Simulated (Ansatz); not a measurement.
**Nd(NH2)3 (NdN3H6): rung by rung**

The task here is to estimate one member of a computed series from the others.

Computed with Ansatz 0.2.0, Gaussian basis. Level: as each input shows.

Levels to be run: PBE-D4/def2-TZVP, r2SCAN-D4/def2-TZVP, B3LYP-D4/def2-TZVP, B2PLYP/def2-TZVP, BHLYP-D4/def2-TZVP, ωB97X-V/def2-TZVP, LDA/def2-TZVP, PBE-D4/def2-SVP, PBE0-D4/def2-SVP, CCSD(T)/def2-SVP, MP2/def2-TZVP, RPA/def2-TZVP.

## The relaxed structure

The geometry is that of the quartet, from an earlier relaxation (PBE-D4/def2-SVP).

10 atoms, charge 0, spin multiplicity 4.

Atoms are counted from 1 here; the program's logs count them from 0.

Bond lengths: Nd1–N2 2.235 Å, Nd1–N5 2.235 Å, Nd1–N8 2.235 Å, N2–H3 1.031 Å, N2–H4 1.032 Å, N5–H6 1.032 Å, N5–H7 1.031 Å, N8–H9 1.032 Å, N8–H10 1.031 Å. Angles: N2–Nd1–N5 118.1°, N2–Nd1–N8 118.1°, N5–Nd1–N8 118.2°, Nd1–N2–H3 129.8°, Nd1–N2–H4 124.9°, H3–N2–H4 104.7°, Nd1–N5–H6 125.4°, Nd1–N5–H7 129.3°, H6–N5–H7 104.7°, Nd1–N8–H9 125.0°, Nd1–N8–H10 129.7°, H9–N8–H10 104.7°.

Nd takes a core potential in the def2 sets. No spin-orbit coupling is included.

PBE0-D4/def2-TZVP was run before; its log isn't repeated, and its numbers join the tables.

The first run:

start.molden holds the orbitals of an earlier run on this state, given as this run's starting guess.

Contents of in.yaml:

```yaml
crystal:
  periodic: [false, false, false]
  atoms:
    - {symbol: Nd, position_ang: [-0.002818, -0.003838, -0.371872]}
    - {symbol: N, position_ang: [2.172333, 0.414263, -0.075223]}
    - {symbol: H, position_ang: [2.972454, -0.235890, -0.057175]}
    - {symbol: H, position_ang: [2.564981, 1.322138, 0.219205]}
    - {symbol: N, position_ang: [-1.446730, 1.674827, -0.069014]}
    - {symbol: H, position_ang: [-2.427379, 1.573114, 0.235692]}
    - {symbol: H, position_ang: [-1.274300, 2.691599, -0.062723]}
    - {symbol: N, position_ang: [-0.728105, -2.093029, -0.049265]}
    - {symbol: H, position_ang: [-0.138735, -2.883921, 0.254658]}
    - {symbol: H, position_ang: [-1.691681, -2.459263, -0.024274]}
basis:
  gaussian: {orbitals: def2-TZVP, initial_orbitals: start.molden}
magnetization: {spin_polarized: true, initial_magnetization: 3}
hamiltonian: {xc: pbe, dispersion: d4}
scf: {omitted_lower_state_checks: [starts]}
output: {forces: true, orbitals: {seedname: orbitals}}
```

The run is started by

```sh
ansatz run in.yaml --threads 4 --pin off --events-out ev --progress --plain --max-ram 8704MiB
```

Steps of the session up to this table: PBE-D4/def2-TZVP; r2SCAN-D4/def2-TZVP; B3LYP-D4/def2-TZVP; B2PLYP/def2-TZVP; BHLYP-D4/def2-TZVP; ωB97X-V/def2-TZVP; LDA/def2-TZVP; PBE-D4/def2-SVP; PBE0-D4/def2-SVP; CCSD(T)/def2-SVP; MP2/def2-TZVP; RPA/def2-TZVP.

One of the session's tables, all rows but one given; the rest of the session is left out.

```
              level  HOMO (eV)  LUMO (eV)  gap (eV)
      LDA/def2-TZVP      -3.99      -3.49      0.50
    PBE-D4/def2-SVP      -4.10      -2.82      1.28
   PBE-D4/def2-TZVP      -4.40      -3.07      1.33
r2SCAN-D4/def2-TZVP      -5.04      -2.40      2.63
 B3LYP-D4/def2-TZVP      -5.87      -1.53      4.34
   PBE0-D4/def2-SVP          ?          ?         ?
  PBE0-D4/def2-TZVP      -6.08      -1.19      4.89
 BHLYP-D4/def2-TZVP      -7.29      -0.71      6.58
  ωB97X-V/def2-TZVP      -8.52       0.36      8.88
```

Q: Estimate the row for PBE0-D4/def2-SVP from the others.

**Answer.** HOMO (eV): -5.75; LUMO (eV): -1.09; gap (eV): 4.66. In the column «HOMO (eV)» it lies between B3LYP-D4/def2-TZVP (-5.87) and r2SCAN-D4/def2-TZVP (-5.04).
